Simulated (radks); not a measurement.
**Ca⁴⁺ in [He] 2s2 2p4 3s2 3p4 3d2: an all-electron calculation**

One table from this session's results is given with a row withheld; the runs are named, their logs left out.

Method: non-relativistic Kohn-Sham, PBEsol, spin-polarised, spherical densities, point nucleus; open shells are filled with parallel spins first. Code: radks (a radial shooting solver on a logarithmic mesh, Libxc functionals) version 1.

### The atom as given

- element: calcium (Z = 20)
- charge: +4
- electrons: 16
- configuration: [He] 2s2 2p4 3s2 3p4 3d2

Outer shells as boxes (Hund's rule):

Ca⁴⁺
```
[He] core
2s [↑↓]
2p [↑↓][↑ ][↑ ]
3s [↑↓]
3p [↑↓][↑ ][↑ ]
3d [↑ ][↑ ][  ][  ][  ]
```

The first run:

Settings of this run:

```text
Z 20
configuration [He] 2s2 2p4 3s2 3p4 3d2
relativity non-relativistic
functional pbe_sol,pbe_sol
spin polarised
nucleus point
```

One table of the session follows, with a row left open; its other results are not shown here.

It belongs to the step «Radial structure». From the orbitals of this run (lengths in bohr):

| level | <r> | outermost maximum (interpolated) | 90 % within | nodes |
| --- | --- | --- | --- | --- |
| 1s up | 0.07737 | 0.0509 | 0.138 | 0 |
| 1s down | 0.07726 | 0.0508 | 0.138 | 0 |
| 2s up | 0.3537 | 0.295 | 0.547 | 1 |
| 2s down | 0.3551 | 0.296 | 0.550 | 1 |
| 2p up | 0.3115 | 0.239 | 0.509 | 0 |
| 2p down | 0.3135 | 0.240 | 0.513 | 0 |
| 3s up | 1.026 | 0.911 | 1.52 | 2 |
| 3s down | 1.044 | 0.922 | 1.55 | 2 |
| 3p up | 1.054 | 0.916 | 1.59 | 1 |
| 3p down | 1.081 | 0.932 | 1.64 | 1 |
| 3d up | ? | ? | ? | ? |
| 3d down | 1.145 | 0.878 | 1.85 | 0 |

Q: Estimate the row for 3d up from the others.

The run gave: <r>: 1.088; outermost maximum (interpolated): 0.848; 90 % within: 1.74; nodes: 0. In the column «<r>» it lies between 3p down (1.081) and 3d down (1.145).
